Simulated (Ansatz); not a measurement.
## SrMg, space group R-3m: cell relaxations under several functionals, step by step

Program: the Ansatz DFT code, driven from Python.

At the Python prompt:
```pycon
>>> import ansatz
>>> import numpy as np
>>> def edges_and_angles(cell):
...     cell = np.asarray(cell)
...     a, b, c = np.linalg.norm(cell, axis=1)
...     cosines = cell[1] @ cell[2] / (b * c), cell[0] @ cell[2] / (a * c), cell[0] @ cell[1] / (a * b)
...     return (a, b, c, *np.degrees(np.arccos(cosines)))
...
>>> lattice = ansatz.Lattice.of(
...     (2.041807, 1.178838, 5.522416),
...     (-2.041807, 1.178838, 5.522416),
...     (0.0, -2.357676, 5.522416),
... )
>>> sites = [
...     ('Sr', (0.5, 0.5, 0.5)),
...     ('Mg', (0.0, 0.0, 0.0)),
... ]
>>> system = ansatz.Crystal(lattice=lattice)
>>> for symbol, position in sites:
...     system = system.atom(symbol, position)
...
>>> setup = (
...     system.calculation()
...     .mixing('anderson')
...     .kpoints(5, 5, 5, center='gamma')
...     .scf(lower_state_search='light')
...     .occupations('Fermi-Dirac', width=0.2)
...     .relax(cell=True, force_tolerance=0.001, max_displacement=0.05)
... )
>>> levels = [('lda', 'none'), ('pbesol', 'none'), ('blyp', 'd3bj')]
>>> print('level            a       b       c    alpha   beta  gamma  V/atom  steps')
level            a       b       c    alpha   beta  gamma  V/atom  steps
>>> for name, dispersion in levels:
...     seen = []
...     run = setup.functional(name, dispersion=dispersion).session().plan()
...     out = run.execute(on_event=lambda e: seen.append(e) if e['event'] == 'relax_step' else None)
...     cell = out.lattice.cell_ang
...     label = name if dispersion == 'none' else f'{name}+{dispersion}'
...     print('{:13s} {:7.4f} {:7.4f} {:7.4f} {:6.2f} {:6.2f} {:6.2f}'.format(label, *edges_and_angles(cell)), f'{abs(np.linalg.det(cell)) / len(out.lattice.sites):7.3f} {len(seen):5d}')
...
DeckWarning: basis.ecutwfc = 420 eV, auto-derived from the records' recommended cutoffs: set by Sr (normal level)
lda            5.9768  5.9768  5.9768  37.65  37.65  37.65  35.739     6
pbesol         6.0627  6.0627  6.0627  37.90  37.90  37.90  37.737     6
blyp+d3bj      5.9364  5.9364  5.9364  38.29  38.29  38.29  36.066     6
```

From smallest to largest: LDA (35.74 Å³ an atom, -10.4 % against the start), BLYP+D3BJ (36.07 Å³ an atom, -9.6 % against the start) and PBEsol (37.74 Å³ an atom, -5.4 % against the start). The spread is 5.6 % in volume.

The settings weren't tested for convergence. Forces vanish by symmetry, so the ions can't move, and the end may be a saddle. BLYP and dispersion corrections can be off by several per cent in the lattices of metals, and by several GPa in the pressure at a fixed cell. The mesh is modest for a metal, so energies can be off by several to tens of meV an atom and pressures by half a GPa or more; differences at equal mesh fare better. Edges and angles are those of the cell as typed, here a primitive one, not of the conventional cell. The structure comes from a database of computed cells and needn't be a stable or known phase. Warnings are shown shortened and without file and line. Finished in 22 s on 1 thread of Arm Neoverse V2, on a shared host, peak memory 0.4 GiB.
